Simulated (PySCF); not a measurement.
# [Sm(CH3)2]+: other functionals and bases at one geometry

How far do other levels of theory move the description of [Sm(CH3)2]+, and what does each cost? The species was built from a template and needn't be a known compound.

The runs use PySCF 2.14.0; several levels, as the steps say, no spin–orbit coupling.

1 further run of the same task is left out (for a known fault of the program).

## Step 1: Starting geometry

9 atoms, charge 1, spin multiplicity 1.

Bond lengths: Sm1–C2 2.302 Å, Sm1–H4 2.893 Å, Sm1–H5 2.874 Å, Sm1–C6 2.302 Å, Sm1–H8 2.893 Å, Sm1–H9 2.874 Å, C2–H3 1.106 Å, C2–H4 1.108 Å, C2–H5 1.107 Å, C6–H7 1.106 Å, C6–H8 1.108 Å, C6–H9 1.107 Å. Angles: C2–Sm1–H4 20.9°, C2–Sm1–H5 21.2°, C2–Sm1–C6 98.9°, C2–Sm1–H8 92.3°, C2–Sm1–H9 83.6°, H4–Sm1–H5 35.8°, H4–Sm1–C6 92.3°, H4–Sm1–H8 93.1°, H4–Sm1–H9 73.0°, H5–Sm1–C6 83.6°, H5–Sm1–H8 73.0°, H5–Sm1–H9 73.3°, C6–Sm1–H8 20.9°, C6–Sm1–H9 21.2°, H8–Sm1–H9 35.8°, Sm1–C2–H3 114.2°, Sm1–C2–H4 111.1°, Sm1–C2–H5 109.9° and more.

Geometry (Å):

```
Sm    0.0000    0.0000   -0.2520
C     1.7496    0.0198    1.2443
H     2.7325   -0.2193    0.7960
H     1.8428    1.0078    1.7372
H     1.5610   -0.7118    2.0539
C    -1.7496   -0.0198    1.2443
H    -2.7325    0.2193    0.7960
H    -1.8428   -1.0078    1.7372
H    -1.5610    0.7118    2.0539
```

Formal oxidation states: Sm +3. Each metal's 5 4f electrons lie in its core potential, so multiplicities, spins and levels count the valence alone. An earlier session relaxed this geometry at PBE0, Sm lcecp-1-SVP with ECP51, C def2-SVP, H def2-SVP (singlet, point group C2).

At PBE0 on the finer grid: E = -114.099149 Eh, HOMO -11.49 eV, LUMO -6.90 eV, Mulliken charge on Sm1 +1.28 e, largest force component 0.009 eV/Å. 

Levels to run: TPSS; M06-L; PBE0, TZVP. Hardware: 2 threads of Arm Neoverse V1, shared host.

## Step 2: TPSS

Input file run.py (the lines that set the calculation):

```python
mol = gto.M(atom='''
Sm     0.00000     0.00000    -0.25204
C      1.74957     0.01984     1.24430
H      2.73253    -0.21926     0.79604
H      1.84282     1.00782     1.73718
H      1.56100    -0.71185     2.05388
C     -1.74957    -0.01984     1.24430
H     -2.73253     0.21926     0.79604
H     -1.84282    -1.00782     1.73718
H     -1.56100     0.71185     2.05388''',
    basis={'Sm': 'lcecp-1-SVP', 'C': 'def2-SVP', 'H': 'def2-SVP'},
    ecp={'Sm': 'lcecp-1-SVP'},
    charge=1, spin=0)
mf = dft.RKS(mol, xc='TPSS')
mf.grids.atom_grid = (75, 302)  # f atoms: unpruned, at least (60, 302)
mf = mf.density_fit()  # fitting sets: Sm AutoAux, C def2-universal-JKFIT, H def2-universal-JKFIT
mf.conv_tol = 1e-08; mf.max_cycle = 55
mf.kernel(dm0)  # dm0: the density of the relaxed state
```

Run with:

```bash
$ OMP_NUM_THREADS=2 python run.py
```

## Step 3: M06-L

run.py (the lines that set the calculation): that of step 2 with these lines changed.

```diff
@@ -13,3 +13,3 @@
     charge=1, spin=0)
-mf = dft.RKS(mol, xc='TPSS')
+mf = dft.RKS(mol, xc='M06L')
 mf.grids.atom_grid = (75, 302)  # f atoms: unpruned, at least (60, 302)
```

## Step 4: PBE0, TZVP

Basis: Sm lcecp-1-TZVP with ECP51, C def2-TZVP, H def2-TZVP. 

run.py (the lines that set the calculation): that of step 3 with these lines changed.

```diff
@@ -10,6 +10,6 @@
 H     -1.56100     0.71185     2.05388''',
-    basis={'Sm': 'lcecp-1-SVP', 'C': 'def2-SVP', 'H': 'def2-SVP'},
-    ecp={'Sm': 'lcecp-1-SVP'},
+    basis={'Sm': 'lcecp-1-TZVP', 'C': 'def2-TZVP', 'H': 'def2-TZVP'},
+    ecp={'Sm': 'lcecp-1-TZVP'},
     charge=1, spin=0)
-mf = dft.RKS(mol, xc='M06L')
+mf = dft.RKS(mol, xc='PBE0')
 mf.grids.atom_grid = (75, 302)  # f atoms: unpruned, at least (60, 302)
@@ -17,2 +17,2 @@
 mf.conv_tol = 1e-08; mf.max_cycle = 55
-mf.kernel(dm0)  # dm0: the density of the relaxed state
+mf.kernel(dm0)  # dm0: free metal ions and neutral atoms
```

**Question.** What will these runs give? Wanted: for each run, HOMO; gap; charge on Sm1; dipole; largest force.

The runs gave:

| level | state | HOMO (eV) | gap (eV) | charge on Sm1 (e) | dipole (D) | largest force (eV/Å) | basis functions | time |
| --- | --- | --- | --- | --- | --- | --- | --- | --- |
| PBE0 (relaxed here) | singlet | -11.49 | 4.59 | 1.28 | 3.70 | 0.01 | 91 | 14 s |
| TPSS | singlet | -10.39 | 2.92 | 1.25 | 3.46 | 0.41 | 91 | 8.6 s |
| M06-L | singlet | -10.40 | 3.56 | 1.40 | 3.85 | 0.09 | 91 | 8.3 s |
| PBE0, TZVP | singlet | -11.46 | 4.58 | 1.56 | 3.84 | 0.26 | 145 | 12 s |

Times are on 2 threads of Arm Neoverse V1, shared host; the first row also made further properties. The dipole of a charged species depends on the origin, so these sizes hold for this origin alone.

In one basis the HOMO–LUMO gap runs from 2.92 eV (TPSS) to 4.59 eV (PBE0). The largest leftover force, 0.41 eV/Å with TPSS, stands at a geometry relaxed at another level. The Mulliken charge on Sm spans +1.25 to +1.56 e over the levels. With 4f in the core, its levels are missing from HOMO and gap. Total energies of different levels can't be compared. Spin–orbit coupling is left out throughout.
